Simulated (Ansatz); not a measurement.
# MgGe2: the cost of one run

Computed with Ansatz 0.2.0 (DFT PBE, scalar-relativistic, plane waves, PAW, unless a step's input says otherwise).

1 further run of the same task is left out (it didn't finish).

## 1. The structure to begin with

The structure is tetragonal, space group P4_2/mnm (No. 136). Conventional cell: a = 5.815 Å, b = 5.815 Å, c = 3.746 Å, α = 90.00°, β = 90.00°, γ = 90.00°. Around Mg (site symmetry mmm) lie 6 Ge at 2.46 to 2.52 Å. Around Ge (site symmetry m2m) lie 3 Mg at 2.46 to 2.52 Å.

As a file:

```
CELL_PARAMETERS angstrom
5.81519 0.00000 0.00000
0.00000 5.81519 0.00000
0.00000 0.00000 3.74557
ATOMIC_POSITIONS crystal
Mg 0.00000 0.00000 0.00000
Mg 0.50000 0.50000 0.50000
Ge 0.30600 0.30600 0.00000
Ge 0.19400 0.80600 0.50000
Ge 0.69400 0.69400 0.00000
Ge 0.80600 0.19400 0.50000
```

(A quick probe on a coarse mesh, which set the mesh and smearing, is not shown.)

## 3. Coarse relaxation

input.yaml

```yaml
crystal:
  lattice:
    - [5.8151864028, 0.0, 0.0]
    - [0.0, 5.8151864028, 0.0]
    - [0.0, 0.0, 3.7455673848]
  atoms:
    - { symbol: Mg, position: [0.0, 0.0, 0.0] }
    - { symbol: Mg, position: [0.5, 0.5, 0.5] }
    - { symbol: Ge, position: [0.306, 0.306, 0.0] }
    - { symbol: Ge, position: [0.194, 0.806, 0.5] }
    - { symbol: Ge, position: [0.694, 0.694, 0.0] }
    - { symbol: Ge, position: [0.806, 0.194, 0.5] }
basis:
  ecutwfc: 420
kpoints:
  mp_grid: { grid: [4, 4, 4] }
hamiltonian:
  xc: pbe
scf:
  occupations: { method: gaussian, width: 0.1 }
  lower_state_search: "off"
output:
  forces: true
  stress: true
  eigenvalues: true
relax:
  adjacent_minimum: "off"
  f_tol: 0.04
  max_steps: 70
  cell: { stress_tol: 0.4 }
```

Run with:

```console
> ansatz run input.yaml --threads 1 --pin off --max-ram 2560MiB --backend cpu --events-out ev --progress --plain --runs-dir out
```

What time and memory should one allow on 1 thread of Arm Neoverse V2, shared host?

About 76 s, with a peak of 0.42 GiB.
